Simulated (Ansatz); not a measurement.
# Li6SiS2N2: the cost of one run

Program: Ansatz 0.2.0. Level of theory: DFT PBE+D3(BJ), scalar-relativistic, plane waves, PAW. These are calculated values, not measurements.

### Step 1. The starting structure

The cell holds 22 atoms (Li12N4S4Si2): a = 7.061 Å, b = 6.830 Å, c = 7.078 Å, α = 93.42°, β = 90.26°, γ = 86.20°.

It is the last frame of an earlier stage of the same melt, run at 1800 K.

Its coordinates follow in the input file.

### Step 2. A single point on the frame at 1800 K

The electrons keep the Fermi-Dirac width of that temperature.

The input, input.yaml:

```yaml
crystal:
  lattice:
    - [7.057594, 0.230022, -0.012787]
    - [0.230022, 6.822669, -0.207097]
    - [-0.012787, -0.207097, 7.075294]
  atoms:
    - { symbol: Si, position: [0.3798526959, 0.7952409645, 0.7099059378] }
    - { symbol: Si, position: [0.9884282053, 0.6788786931, 0.0876245083] }
    - { symbol: S, position: [0.9318151038, 0.3744659782, 0.0517991321] }
    - { symbol: S, position: [0.7994059312, 0.8597102004, 0.3114878449] }
    - { symbol: S, position: [0.8354153902, 0.8125425542, 0.8483683566] }
    - { symbol: S, position: [0.2556341879, 0.4896812391, 0.4922034543] }
    - { symbol: Li, position: [0.7148704882, 0.4173848179, 0.7819474619] }
    - { symbol: Li, position: [0.2105745119, 0.3992217592, 0.8063607643] }
    - { symbol: Li, position: [0.5959233128, 0.0594742688, 0.0234663682] }
    - { symbol: Li, position: [0.0221294882, 0.25035999, 0.4908245864] }
    - { symbol: Li, position: [0.7484945458, 0.2628195439, 0.3023366862] }
    - { symbol: Li, position: [0.5167000116, 0.603685471, 0.0530725531] }
    - { symbol: Li, position: [0.0574537916, 0.7504221317, 0.6241949656] }
    - { symbol: Li, position: [0.5144674111, 0.3333922045, 0.5892179407] }
    - { symbol: Li, position: [0.839898996, 0.0896307961, 0.7370428092] }
    - { symbol: Li, position: [0.1343370911, 0.0004375904, 0.0516425847] }
    - { symbol: Li, position: [0.7728022725, 0.5962954704, 0.4396556594] }
    - { symbol: Li, position: [0.1852899626, 0.7543866776, 0.3665017274] }
    - { symbol: "N", position: [0.2658650652, 0.9547540523, 0.579438443] }
    - { symbol: "N", position: [0.7689336147, 0.301543943, 0.5623367312] }
    - { symbol: "N", position: [0.7005182518, 0.2899121192, 0.0236383272] }
    - { symbol: "N", position: [0.2225538665, 0.7557837433, 0.0865985083] }
basis:
  ecutwfc: 420
kpoints:
  mp_grid: { grid: [3, 4, 3] }
hamiltonian:
  xc: pbe
  dispersion: d3bj
scf:
  occupations: { method: fermi_dirac, width: 0.1551 }
output:
  forces: true
  stress: true
  eigenvalues: true
  populations: true
  write_density: true
  write_potential: true
  elf: true
  volumetric_format: npy
```

Launch:

```
> ansatz run input.yaml --threads 2 --pin off --max-ram 5120MiB --backend cpu --events-out ev --progress --plain --runs-dir out
```

What time and memory should one allow on 2 threads of Arm Neoverse V2, shared host?

About 40 s, with a peak of 0.75 GiB.
